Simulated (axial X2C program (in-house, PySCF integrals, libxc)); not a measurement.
# Linear ClMoCl⁺ at several levels

One table from this session's results is given with a row withheld; the runs are named, their logs left out.

The runs use an in-house X2C program for linear molecules on PySCF integrals; all-electron X2C, two-component (2c) or spin-free, Cl dyall-av3z, Mo dyall-v3z.

All values are calculated.

2 further runs of the same task are left out: 2 set aside as unsound or not needed.

Set-up of the first run:

The input, task.json:

```json
{"zs": [17, 42, 17], "q": 1, "bas": ["dyall-av3z", "dyall-v3z", "dyall-av3z"], "r0": [2.37, 2.37], "symm": 1, "scan": ["PBE0", "HF", "PBE"], "levels": ["PBE0", "HF", "LDA"], "nst": 2}
```

Keys: zs atomic numbers; q charge; bas basis sets; r0 starting distance in Å; symm equal bonds; scan levels of the two-bond scan (MP2 follows by itself at each HF point); levels methods; nst determinants followed.

The run is started by

```bash
$ python solin.py task.json out
```

Masses Cl 34.969, Mo 97.905, Cl 34.969 u.

Steps of the session up to this table: Scan at PBE0, 2c; Scan at HF, 2c; Scan at PBE, 2c.

One table of the session follows, with a row left open; its other results are not shown here.

| level | r(Cl–Mo) (Å) | r(Mo–Cl) (Å) | lower stretch (cm⁻¹) | upper stretch (cm⁻¹) |
| --- | --- | --- | --- | --- |
| PBE0, 2c | 2.183 | 2.183 | 420.1 | 510.5 |
| HF, 2c | 2.213 | 2.213 | 425.9 | 509.6 |
| PBE, 2c | 2.198 | 2.198 | 404.5 | 488.9 |
| MP2, 2c | 2.163 | 2.163 | 436.8 | 532.1 |
| PBE0, spin-free | 2.183 | 2.183 | 420.4 | 510.9 |
| HF, spin-free | 2.212 | 2.212 | 426.4 | 510.2 |
| PBE, spin-free | 2.198 | 2.198 | 404.7 | 489.4 |
| MP2, spin-free | ? | ? | ? | ? |

Q: Estimate the row for MP2, spin-free from the others.

As computed: r(Cl–Mo) (Å): 2.162; r(Mo–Cl) (Å): 2.162; lower stretch (cm⁻¹): 437.2; upper stretch (cm⁻¹): 532.4. In the column «r(Cl–Mo) (Å)» it is the lowest.

Scans not shown above were run alike.

MP2 freezes inner shells (threshold -2 hartree). The molecule was held linear; bending was not examined, so a bent shape may lie lower. Note: several unpaired electrons, one determinant need not be a pure state.
